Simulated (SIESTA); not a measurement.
**MoPt under changes of volume**

One of the cells (15.473 Å³/atom); the others are scaled copies at fixed shape and fractional positions:

```
Pt Mo
1.0
     4.50626    0.00000    0.00000
     0.00000    2.75184    0.00000
     0.00000    0.00000    4.99124
Pt Mo
2 2
Direct
  0.75000 0.50000 0.33727
  0.25000 0.50000 0.66273
  0.75000 0.00000 0.83825
  0.25000 0.00000 0.16175
```

The cell comes from a database or a generator and needn't be the stable form of this composition.

| Property | Result |
| --- | --- |
| Program | SIESTA 5.4.2 |
| Functional | PBEsol |
| Potentials or basis | PseudoDojo 0.4 standard (PBEsol files) |
| Basis | DZP (energy shift 0.003 Ry; two zetas on semicore shells) |
| Grid cutoff | 800 Ry |
| Energy shift | 0.003 Ry |
| k mesh | 6 × 10 × 6 |
| Occupations | fermi-dirac, width 0.05 eV |
| Spin | no spin polarisation |

```tsv
volume (Å³/atom)	energy over the lowest point (meV/atom)	pressure (GPa)	largest force (eV/Å)
14.260	40.81	18.7	0.175
14.563	13.27	10.7	0.174
14.867	0.00	3.6	0.173
15.473	10.76	-8.5	0.152
15.777	31.63	-13.4	0.149
16.080	?	?	?
```

Question: What does the run at 16.080 Å³/atom give?

Answer: Energy over the lowest point 61.52 meV/atom; pressure -17.9 GPa; largest force 0.141 eV/Å.

Worked out: A Birch-Murnaghan fit of order 3 (a polynomial in V^(-2/3)) to the other rows has its minimum at 15.02 Å³/atom with B0 = V·E''(V) = 313 GPa and B' = 5.3 at fixed shape and positions, which overstates the stiffness. It gives 61.21 meV/atom at 16.080 Å³/atom, against the run's 61.52, and -dE/dV = -17.7 GPa, against -17.9.

Energies are extrapolated to zero smearing.

Caveats: short orbitals over semicore shells can move pressures by several GPa; the basis of atomic orbitals isn't converged, which shifts pressures, moduli and gaps.
